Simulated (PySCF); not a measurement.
# A gas-phase reaction: ClF2HSi + N2O → ClF2HOSi + N2

Aim: the reaction energy of `F[SiH](F)Cl` + `[N-]=[N+]=O` → `O[Si](F)(F)Cl` + `N#N`.

Programs: PySCF 2.14.0. All values are calculated, for the isolated system unless a continuum is named. Atoms count from 0, parts from 1.

## (1) Starting point

Each species was relaxed by itself at PBE0-D3(BJ)/def2-SVPD.

## (2) Reaction energy: wB97M-D3(BJ)/def2-TZVPD

The job: settings as JSON, then the geometry in Å.

```
{"job": {"kind": "react", "xc": "wB97M-D3(BJ)", "basis": "def2-TZVPD"}, "charge": 0, "multiplicity": 1}
-1 ClF2HSi charge 0 multiplicity 1
F      1.417820    -0.698030     0.030940
Si     0.002140     0.070490    -0.050240
F      0.010000     1.204820     1.096480
Cl    -1.486320    -1.260410     0.355710
H     -0.156160     0.693670    -1.371410

-1 N2O charge 0 multiplicity 1
N      1.146550    -0.022150     0.003500
N      0.021820    -0.010590    -0.000040
O     -1.155000     0.001520    -0.003750

+1 ClF2HOSi charge 0 multiplicity 1
O     -1.058420    -0.611100    -0.211980
Si     0.405960     0.088060    -0.100530
F      1.426320    -0.796690     0.772000
F      0.989180     0.173490    -1.589100
Cl     0.353620     1.947540     0.720870
H     -1.609470    -0.708420     0.568040

+1 N2 charge 0 multiplicity 1
N      0.540400    -0.083280    -0.046280
N     -0.540410     0.083280     0.046280
```

Method: wB97M-D3(BJ)/def2-TZVPD reaction energy of separated species, gas phase.

The run is started by

```sh
$ OMP_NUM_THREADS=1 python cluster_run.py task.json out
```

The driver reads the jobs from task.json and runs them one after another.

What it wrote:

```text
species 1 (ClF2HSi)
coarse grid: 25800 points
cycle   1  E = -950.3003603592  dE =  2.608e-01  |g| = 7.611e-01  |ddm| = 1.764e+00
cycle   2  E = -950.2941780507  dE =  6.182e-03  |g| = 8.987e-01  |ddm| = 8.817e-01
cycle   3  E = -950.4069905010  dE = -1.128e-01  |g| = 4.880e-02  |ddm| = 4.269e-01
cycle   4  E = -950.4074984353  dE = -5.079e-04  |g| = 2.054e-02  |ddm| = 6.337e-02
cycle   5  E = -950.4075890832  dE = -9.065e-05  |g| = 3.572e-03  |ddm| = 1.960e-02
cycle   6  E = -950.4075929768  dE = -3.894e-06  |g| = 7.816e-04  |ddm| = 6.114e-03
final grid: 52256 points
cycle   7  E = -950.4075097578  dE = -4.334e-07  |g| = 6.694e-04  |ddm| = 2.579e-03
cycle   8  E = -950.4075097746  dE = -1.680e-08  |g| = 7.150e-04  |ddm| = 7.947e-04
cycle   9  E = -950.4075098418  dE = -6.718e-08  |g| = 5.373e-05  |ddm| = 2.934e-04
cycle  10  E = -950.4075098434  dE = -1.647e-09  |g| = 2.810e-05  |ddm| = 1.116e-04
cycle  11  E = -950.4075098437  dE = -2.976e-10  |g| = 4.673e-06  |ddm| = 4.432e-05
converged SCF energy = -950.4075098437

species 2 (N2O)
coarse grid: 15424 points
cycle   1  E = -184.6618519019  dE =  6.982e-01  |g| = 8.261e-01  |ddm| = 1.717e+00
cycle   2  E = -184.5841200306  dE =  7.773e-02  |g| = 1.134e+00  |ddm| = 9.885e-01
cycle   3  E = -184.7852494746  dE = -2.011e-01  |g| = 1.175e-01  |ddm| = 4.952e-01
cycle   4  E = -184.7864125560  dE = -1.163e-03  |g| = 8.425e-02  |ddm| = 1.014e-01
cycle   5  E = -184.7877139989  dE = -1.301e-03  |g| = 1.003e-02  |ddm| = 4.527e-02
cycle   6  E = -184.7877343015  dE = -2.030e-05  |g| = 1.578e-03  |ddm| = 1.117e-02
cycle   7  E = -184.7877351932  dE = -8.917e-07  |g| = 4.463e-04  |ddm| = 4.009e-03
final grid: 33192 points
cycle   8  E = -184.7877163247  dE = -2.518e-08  |g| = 5.813e-04  |ddm| = 1.927e-03
cycle   9  E = -184.7877161800  dE =  1.447e-07  |g| = 1.087e-03  |ddm| = 7.543e-04
cycle  10  E = -184.7877163957  dE = -2.158e-07  |g| = 4.351e-05  |ddm| = 5.313e-04
cycle  11  E = -184.7877163963  dE = -5.357e-10  |g| = 2.680e-05  |ddm| = 9.345e-05
converged SCF energy = -184.7877163963

species 3 (ClF2HOSi)
coarse grid: 30984 points
cycle   1  E = -1025.5935330474  dE =  5.343e-01  |g| = 9.323e-01  |ddm| = 2.062e+00
cycle   2  E = -1025.5912549606  dE =  2.278e-03  |g| = 1.034e+00  |ddm| = 1.111e+00
cycle   3  E = -1025.7462773716  dE = -1.550e-01  |g| = 4.820e-02  |ddm| = 5.412e-01
cycle   4  E = -1025.7467358794  dE = -4.585e-04  |g| = 2.076e-02  |ddm| = 5.824e-02
cycle   5  E = -1025.7468250730  dE = -8.919e-05  |g| = 4.594e-03  |ddm| = 1.790e-02
cycle   6  E = -1025.7468300764  dE = -5.003e-06  |g| = 1.248e-03  |ddm| = 5.554e-03
final grid: 63464 points
cycle   7  E = -1025.7467249461  dE = -2.316e-07  |g| = 1.374e-03  |ddm| = 2.324e-03
cycle   8  E = -1025.7467248802  dE =  6.592e-08  |g| = 1.588e-03  |ddm| = 1.191e-03
cycle   9  E = -1025.7467252064  dE = -3.262e-07  |g| = 3.859e-05  |ddm| = 5.962e-04
cycle  10  E = -1025.7467252073  dE = -9.245e-10  |g| = 2.340e-05  |ddm| = 7.140e-05
converged SCF energy = -1025.7467252073

species 4 (N2)
coarse grid: 10240 points
cycle   1  E = -109.6045719267  dE =  4.456e-02  |g| = 1.682e-01  |ddm| = 1.300e+00
cycle   2  E = -109.6103827294  dE = -5.811e-03  |g| = 7.387e-02  |ddm| = 1.523e-01
cycle   3  E = -109.6112831835  dE = -9.005e-04  |g| = 6.548e-03  |ddm| = 4.575e-02
cycle   4  E = -109.6112973671  dE = -1.418e-05  |g| = 1.069e-03  |ddm| = 1.769e-02
cycle   5  E = -109.6112978473  dE = -4.803e-07  |g| = 2.349e-04  |ddm| = 1.190e-03
final grid: 21984 points
cycle   6  E = -109.6112968391  dE = -3.454e-08  |g| = 7.889e-05  |ddm| = 6.026e-04
cycle   7  E = -109.6112968419  dE = -2.781e-09  |g| = 3.018e-05  |ddm| = 1.420e-04
cycle   8  E = -109.6112968422  dE = -2.785e-10  |g| = 8.379e-06  |ddm| = 5.245e-05
converged SCF energy = -109.6112968422

Reaction energy = -102.410 kcal/mol
```

Run time: 47 s. Hardware: 1 thread of Arm Neoverse N1, shared host; peak memory 0.75 GiB.

Species by species (with the dispersion term, which the log's SCF energies lack):

```csv
ν,species,energy (Eh),HOMO (eV)
-1,F[SiH](F)Cl,-950.41164,-12.45
-1,[N-]=[N+]=O,-184.78947,-12.17
+1,O[Si](F)(F)Cl,-1025.75228,-12.36
+1,N#N,-109.61204,-14.89
```

## (3) Energies of the species: PBE0-D3(BJ)/def2-TZVPD

Same as in step 2 but for these lines:

```diff
@@ -1,2 +1,2 @@
-{"job": {"kind": "react", "xc": "wB97M-D3(BJ)", "basis": "def2-TZVPD"}, "charge": 0, "multiplicity": 1}
+{"job": {"kind": "react", "xc": "PBE0", "basis": "def2-TZVPD", "disp": "d3bj"}, "charge": 0, "multiplicity": 1}
 -1 ClF2HSi charge 0 multiplicity 1
```

Level: PBE0-D3(BJ)/def2-TZVPD reaction energy of separated species, gas phase.

What it wrote:

```text
species 1 (ClF2HSi)
coarse grid: 6040 points
cycle   1  E = -949.7229904429  dE =  2.960e-01  |g| = 7.463e-01  |ddm| = 1.845e+00
cycle   2  E = -949.5913496154  dE =  1.316e-01  |g| = 1.216e+00  |ddm| = 1.003e+00
cycle   3  E = -949.8128991600  dE = -2.215e-01  |g| = 5.231e-02  |ddm| = 6.079e-01
cycle   4  E = -949.8133289391  dE = -4.298e-04  |g| = 2.777e-02  |ddm| = 6.664e-02
cycle   5  E = -949.8134806385  dE = -1.517e-04  |g| = 4.305e-03  |ddm| = 2.239e-02
cycle   6  E = -949.8134843274  dE = -3.689e-06  |g| = 1.298e-03  |ddm| = 3.554e-03
final grid: 52256 points
cycle   7  E = -949.8195623554  dE = -3.107e-05  |g| = 3.840e-03  |ddm| = 1.699e-02
cycle   8  E = -949.8195611898  dE =  1.166e-06  |g| = 4.411e-03  |ddm| = 5.032e-03
cycle   9  E = -949.8195645275  dE = -3.338e-06  |g| = 5.703e-04  |ddm| = 2.915e-03
cycle  10  E = -949.8195645694  dE = -4.187e-08  |g| = 1.650e-04  |ddm| = 3.349e-04
cycle  11  E = -949.8195645746  dE = -5.255e-09  |g| = 3.709e-05  |ddm| = 1.367e-04
cycle  12  E = -949.8195645749  dE = -3.324e-10  |g| = 7.808e-06  |ddm| = 2.667e-05
converged SCF energy = -949.8195645749

species 2 (N2O)
coarse grid: 3216 points
cycle   1  E = -184.4535260215  dE =  7.159e-01  |g| = 7.390e-01  |ddm| = 1.711e+00
cycle   2  E = -184.1503785095  dE =  3.031e-01  |g| = 1.537e+00  |ddm| = 1.024e+00
cycle   3  E = -184.5235187331  dE = -3.731e-01  |g| = 3.651e-01  |ddm| = 7.202e-01
cycle   4  E = -184.5487825939  dE = -2.526e-02  |g| = 9.414e-02  |ddm| = 2.242e-01
cycle   5  E = -184.5504296354  dE = -1.647e-03  |g| = 6.997e-03  |ddm| = 4.642e-02
cycle   6  E = -184.5504367537  dE = -7.118e-06  |g| = 2.067e-03  |ddm| = 4.688e-03
final grid: 33192 points
cycle   7  E = -184.5460659354  dE =  2.288e-05  |g| = 1.443e-02  |ddm| = 4.926e-02
cycle   8  E = -184.5457694699  dE =  2.965e-04  |g| = 4.137e-02  |ddm| = 2.670e-02
cycle   9  E = -184.5461037195  dE = -3.342e-04  |g| = 2.921e-03  |ddm| = 2.052e-02
cycle  10  E = -184.5461052286  dE = -1.509e-06  |g| = 4.855e-04  |ddm| = 1.401e-03
cycle  11  E = -184.5461052661  dE = -3.757e-08  |g| = 8.087e-05  |ddm| = 2.521e-04
cycle  12  E = -184.5461052675  dE = -1.419e-09  |g| = 1.161e-05  |ddm| = 7.083e-05
cycle  13  E = -184.5461052676  dE = -2.876e-11  |g| = 5.724e-07  |ddm| = 7.495e-06
converged SCF energy = -184.5461052676

species 3 (ClF2HOSi)
coarse grid: 7128 points
cycle   1  E = -1024.9058330875  dE =  5.777e-01  |g| = 9.672e-01  |ddm| = 2.154e+00
cycle   2  E = -1024.7102343845  dE =  1.956e-01  |g| = 1.479e+00  |ddm| = 1.366e+00
cycle   3  E = -1025.0559669164  dE = -3.457e-01  |g| = 7.093e-02  |ddm| = 8.501e-01
cycle   4  E = -1025.0568099579  dE = -8.430e-04  |g| = 4.039e-02  |ddm| = 8.360e-02
cycle   5  E = -1025.0570757630  dE = -2.658e-04  |g| = 1.012e-02  |ddm| = 2.789e-02
cycle   6  E = -1025.0570912801  dE = -1.552e-05  |g| = 3.224e-03  |ddm| = 6.873e-03
cycle   7  E = -1025.0570927702  dE = -1.490e-06  |g| = 6.724e-04  |ddm| = 1.991e-03
final grid: 63464 points
cycle   8  E = -1025.0636120492  dE = -3.740e-05  |g| = 5.243e-03  |ddm| = 2.447e-02
cycle   9  E = -1025.0636072949  dE =  4.754e-06  |g| = 7.238e-03  |ddm| = 6.659e-03
cycle  10  E = -1025.0636160191  dE = -8.724e-06  |g| = 7.529e-04  |ddm| = 4.018e-03
cycle  11  E = -1025.0636161006  dE = -8.146e-08  |g| = 1.661e-04  |ddm| = 5.139e-04
cycle  12  E = -1025.0636161064  dE = -5.782e-09  |g| = 5.084e-05  |ddm| = 1.712e-04
cycle  13  E = -1025.0636161070  dE = -5.734e-10  |g| = 1.170e-05  |ddm| = 3.520e-05
converged SCF energy = -1025.0636161070

species 4 (N2)
coarse grid: 2128 points
cycle   1  E = -109.4495355116  dE =  1.300e-01  |g| = 1.031e-01  |ddm| = 1.274e+00
cycle   2  E = -109.4509698978  dE = -1.434e-03  |g| = 4.738e-02  |ddm| = 1.017e-01
cycle   3  E = -109.4513928291  dE = -4.229e-04  |g| = 9.132e-03  |ddm| = 3.530e-02
cycle   4  E = -109.4514095069  dE = -1.668e-05  |g| = 5.127e-04  |ddm| = 5.400e-03
cycle   5  E = -109.4514095541  dE = -4.721e-08  |g| = 7.832e-05  |ddm| = 4.390e-04
final grid: 21984 points
cycle   6  E = -109.4466154843  dE = -6.437e-06  |g| = 2.504e-03  |ddm| = 5.505e-02
cycle   7  E = -109.4466161233  dE = -6.391e-07  |g| = 1.570e-03  |ddm| = 2.632e-03
cycle   8  E = -109.4466166137  dE = -4.903e-07  |g| = 4.501e-05  |ddm| = 9.715e-04
cycle   9  E = -109.4466166141  dE = -3.980e-10  |g| = 4.893e-06  |ddm| = 5.040e-05
converged SCF energy = -109.4466166141

Reaction energy = -91.017 kcal/mol
```

Wall time 25 s (1 thread of Arm Neoverse N1, shared host); peak memory 0.65 GiB.

Reaction energy at this level: -91.02 kcal/mol.

## (4) Side by side

Energies in kcal/mol, with wall time:

```
                    run  reaction  time
wB97M-D3(BJ)/def2-TZVPD    -102.4  47 s
 PBE0-D3(BJ)/def2-TZVPD    -91.02  25 s
```

## (5) Summary of results

| quantity | value |
| --- | --- |
| reaction energy (wB97M-D3(BJ)/def2-TZVPD) | -102.4 kcal/mol |
| ΔH, ΔG at 298 K (xTB thermal terms) | -102.4, -102.5 kcal/mol |
| range of the reaction energy over the runs of this table | -102.4 to -91.02 kcal/mol |

What this shows: The reaction is exothermic by 102.4 kcal/mol in the gas phase; dispersion gives -0.25, and xTB itself gave -14.23 for the electronic energy (xTB energies and thermal terms come from the earlier relaxation of each species, not shown). No barrier was sought. xTB and this level differ widely in the electronic energy, so what comes from xTB (the thermal terms above all) is less safe here. The reaction energy runs from -102.4 (wB97M-D3(BJ)/def2-TZVPD) to -91.02 kcal/mol (PBE0-D3(BJ)/def2-TZVPD).
